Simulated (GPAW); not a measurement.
Runs of GPAW 26.7.0 on CuO2. Symmetry: Cmcm, No. 63, orthorhombic system. Conventional cell: a = 2.825 Å, b = 10.421 Å, c = 4.343 Å, α = 90.00°, β = 90.00°, γ = 90.00°. Cu (site symmetry m2m) is surrounded by 4 O at 1.86 to 1.90 Å. O (site symmetry m2m) has 2 Cu at 1.90 Å as nearest neighbours. Around O (site symmetry m2m) lie 2 Cu at 1.86 Å. The cell comes from a database or a generator and needn't be the stable form of this composition.

```csv
task,level,potentials or basis,k mesh,cutoff (eV),maxiter,convergence,band path,band points,mesh quality,gap on the mesh (eV),pressure (GPa),largest force (eV/Å)
single point,PBEsol,"PAW data sets generated in the run's folder for this functional, pw",10 × 10 × 6,800,150,-,-,-,not flagged,none,-6.1,(a)
single point,PBE,"GPAW PAW data sets (gpaw-data 1.2.1), pw",6 × 6 × 4,600,120,default,-,-,coarse,none,-4.5,0.17
band structure,LDA,"the program's PAW data sets (release 1.2.1) made for this functional, pw",6 × 6 × 4,800,150,-,"GXSRAZGYX1A1TY,ZT",100,coarse,-,(b),0.61
single point,LDA,"the program's PAW data sets (release 1.2.1) made for this functional, pw",6 × 6 × 4,600,120,default,-,-,coarse,none,-18.6,0.60
band structure,PBE,"GPAW PAW data sets (gpaw-data 1.2.1), pw",6 × 6 × 4,800,150,-,"GXSRAZGYX1A1TY,ZT",100,coarse,-,(c),0.17
band structure,PBEsol,"PAW data sets generated in the run's folder for this functional, pw",6 × 6 × 4,800,150,-,"GXSRAZGYX1A1TY,ZT",100,coarse,-,-6.1,0.26
```

Alike in all rows: no spin polarisation; cell as given; smearing fermi-dirac 0.05 eV.

Problem. Fill in the values left out.

Solution. (a) 0.27; (b) -13.1; (c) 0.7.

Caveats: some runs use coarse meshes; with this Cu data set, volumes or pressures lay over 1.5 % or 2 GPa off other programs in two to four cells of ten; the run has no spin polarisation, though such a crystal can be magnetic; semilocal functionals often make such compounds metallic where correlation or magnetic order opens a gap, which also shifts bond lengths; the cutoff is short for stress and forces, so pressures can be off by a GPa or more (some runs); so large a pressure means that the cell lies far from this level's equilibrium, or that cutoff or potentials fall short (some runs).

A k mesh can miss the band edges.

A gap of «none» marks a metal or a gap under the smearing width.

Not every run made on this cell is shown here.
